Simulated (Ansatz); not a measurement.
# Cd2C3: the cost of one run

Program: Ansatz 0.2.0. Level of theory: DFT PBE, scalar-relativistic, plane waves, PAW. These are calculated values, not measurements.

2 further runs of the same task are left out: 2 set aside as unsound or not needed.

## 1. The system as given

It takes space group R-3m (No. 166, trigonal). Conventional cell: a = 3.289 Å, b = 3.289 Å, c = 22.871 Å, α = 90.00°, β = 90.00°, γ = 120.00°. Cd (site symmetry 3m) is surrounded by 6 C at 2.31 to 2.44 Å. C (site symmetry -3m) is surrounded by 6 Cd at 2.44 Å. C (site symmetry 3m) has 3 Cd at 2.31 Å as nearest neighbours.

Coordinates:

```cif
data_structure
_symmetry_space_group_name_H-M 'R-3m:H'
_symmetry_Int_Tables_number 166
_cell_length_a 3.2892
_cell_length_b 3.2892
_cell_length_c 22.8706
_cell_angle_alpha 90.000
_cell_angle_beta 90.000
_cell_angle_gamma 120.000
_cell_volume 214.28
loop_
_atom_site_label
_atom_site_type_symbol
_atom_site_symmetry_multiplicity
_atom_site_Wyckoff_symbol
_atom_site_fract_x
_atom_site_fract_y
_atom_site_fract_z
_atom_site_occupancy
Cd1 Cd 6 c 0.33333 0.66667 0.06667 1
C1 C 3 a 0.00000 0.00000 0.00000 1
C2 C 6 c 0.00000 0.00000 0.20950 1
```

(A quick probe on a coarse mesh, which set the mesh and smearing, is not shown.)

## 3. Rough relaxation on the coarse mesh

Input file input.yaml:

```yaml
crystal:
  lattice:
    - [1.6445983257, 0.949509286, 7.6235474713]
    - [-1.6445983257, 0.949509286, 7.6235474713]
    - [0.0, -1.8990185721, 7.6235474713]
  atoms:
    - { symbol: Cd, position: [0.4, 0.4, 0.4] }
    - { symbol: Cd, position: [0.6, 0.6, 0.6] }
    - { symbol: C, position: [0.0, 0.0, 0.0] }
    - { symbol: C, position: [0.2095, 0.2095, 0.2095] }
    - { symbol: C, position: [0.7905, 0.7905, 0.7905] }
basis:
  ecutwfc: 420
kpoints:
  mp_grid: { grid: [6, 6, 6] }
hamiltonian:
  xc: pbe
scf:
  occupations: { method: gaussian, width: 0.1 }
  lower_state_search: "off"
output:
  forces: true
  stress: true
  eigenvalues: true
relax:
  adjacent_minimum: "off"
  f_tol: 0.04
  max_steps: 70
  cell: { stress_tol: 0.4 }
```

Command:

```bash
> ansatz run input.yaml --threads 1 --pin off --max-ram 2560MiB --backend cpu --events-out ev --progress --plain --runs-dir out
```

What time and memory should one allow on 1 thread of Arm Neoverse V2, shared host?

About 2.1 min, with a peak of 0.37 GiB.
